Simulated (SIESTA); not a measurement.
Set up this calculation in SIESTA 5.4.2, as the native input.

| Item | Value |
| --- | --- |
| Task | band structure |
| Functional | PBE |
| Potentials or basis | PseudoDojo 0.4 standard (PBE files) |
| Basis | DZP (energy shift 0.003 Ry; two zetas on semicore shells) |
| Grid cutoff | 800 Ry |
| Energy shift | 0.003 Ry |
| k mesh | 8 × 8 × 1 |
| Occupations | fermi-dirac, width 0.05 eV |
| Spin | collinear spin, ferromagnetic start |
| Starting moments | [0.0, 2.0, 0.0, 0.0, 0.0, 2.0, 0.0] μB |
| Hubbard terms | Co d U = 2 eV, Pd d U = 2 eV |
| dipole correction | yes |
| Hubbard projector method | 1 |
| U from the first cycle | yes |

Slab: Co2PdO4, a slab with vacuum.

```
O Co Pd
1.0
     2.84500    0.00000    0.00000
    -1.42250    2.46384    0.00000
     0.00000    0.00000   22.90952
O Co Pd
4 2 1
Direct
  0.00000 0.00000 0.32737
  0.66667 0.33333 0.41247
  0.66667 0.33333 0.58753
  0.33333 0.66667 0.67263
  0.33333 0.66667 0.36992
  0.00000 0.00000 0.63008
  0.66667 0.33333 0.50000
```

The input as run:

Co2PdO4.fdf

```
SystemName                      Co2PdO4
SystemLabel                     Co2PdO4
NumberOfSpecies                 3
NumberOfAtoms                   7
%block ChemicalSpeciesLabel
  1   8 O
  2  27 Co
  3  46 Pd
%endblock ChemicalSpeciesLabel

UseStructFile                   true

%block kgrid.MonkhorstPack
    8   0   0  0.0
    0   8   0  0.0
    0   0   1  0.0
%endblock kgrid.MonkhorstPack
XC.Functional                   GGA
XC.Authors                      PBE
PAO.BasisSize                   DZP
PAO.EnergyShift                 0.003 Ry
Mesh.Cutoff                     800 Ry
Spin                            polarized
%block DM.InitSpin
    1   0.000
    2   2.000
    3   0.000
    4   0.000
    5   0.000
    6   2.000
    7   0.000
%endblock DM.InitSpin
DFTU.ProjectorGenerationMethod  1
%block DFTU.Proj
  Co 1
  n=3 2
  2.00 0.00
  0.0
  Pd 1
  n=4 2
  2.00 0.00
  0.0
%endblock DFTU.Proj
DFTU.PopTol                     1.0e-5
DFTU.FirstIteration             true
OccupationFunction              FD
ElectronicTemperature           0.05 eV
Slab.DipoleCorrection           vacuum
MaxSCFIterations                200
SCF.MustConverge                false
SCF.Mixer.Method                Pulay
SCF.Mixer.Weight                0.1
SCF.Mixer.History               10
SCF.DM.Tolerance                5.0e-05
SCF.H.Tolerance                 1.0e-03 eV
WriteForces                     true
Charge.Mulliken                 end
BandLinesScale                  ReciprocalLatticeVectors
%block BandLines
    1    0.000000   0.000000   0.000000  \Gamma
   14    0.500000   0.000000   0.000000  M
    8    0.333333   0.333333   0.000000  K
   16    0.000000   0.000000   0.000000  \Gamma
    2    0.000000   0.000000   0.500000  A
   14    0.500000   0.000000   0.500000  L
    8    0.333333   0.333333   0.500000  H
   16    0.000000   0.000000   0.500000  A
    1    0.500000   0.000000   0.500000  L
    2    0.500000   0.000000   0.000000  M
    1    0.333333   0.333333   0.000000  K
    2    0.333333   0.333333   0.500000  H
%endblock BandLines
%block PAO.Basis
  Co 5
  n=3 0 2
    2.527 0.000
  n=4 0 2
    7.356 0.000
  n=3 1 2
    2.822 0.000
  n=4 1 1
    7.356
  n=3 2 2
    4.649 0.000
  Pd 5
  n=4 0 2
    2.822 0.000
  n=5 0 2
    8.721 0.000
  n=4 1 2
    3.234 0.000
  n=5 1 1
    8.721
  n=4 2 2
    5.877 0.000
%endblock PAO.Basis
```

Co2PdO4.STRUCT_IN

```
   2.8449990154     0.0000000000     0.0000000000
  -1.4224995077     2.4638414211     0.0000000000
   0.0000000000     0.0000000000    22.9095160000
7
1   8    0.0000000000     0.0000000000     0.3273748778
2  27    0.3333333333     0.6666666667     0.3699230486
1   8    0.6666666667     0.3333333333     0.4124712194
3  46    0.6666666667     0.3333333333     0.5000000000
1   8    0.6666666667     0.3333333333     0.5875287806
2  27    0.0000000000     0.0000000000     0.6300769514
1   8    0.3333333333     0.6666666667     0.6726251222
```

Potentials or basis: PseudoDojo 0.4 standard (PBE files), DZP (energy shift 0.003 Ry; two zetas on semicore shells).

Run with:

```bash
$ siesta Co2PdO4.fdf > Co2PdO4.out 2>&1
```

It gave:

* Largest force: 1.277 eV/Å
* Band gap on the k mesh: none (metal or under the smearing width)
* Net moment: 0.98 μB per cell
* Site moments: O +0.08, +0.01; Co +0.37; Pd +0.04 μB

Caveat: the basis of atomic orbitals isn't converged, which shifts pressures, moduli and gaps.

Run time: 11 min on 1 thread of Arm Neoverse V2 (shared host), peak memory 0.63 GiB.
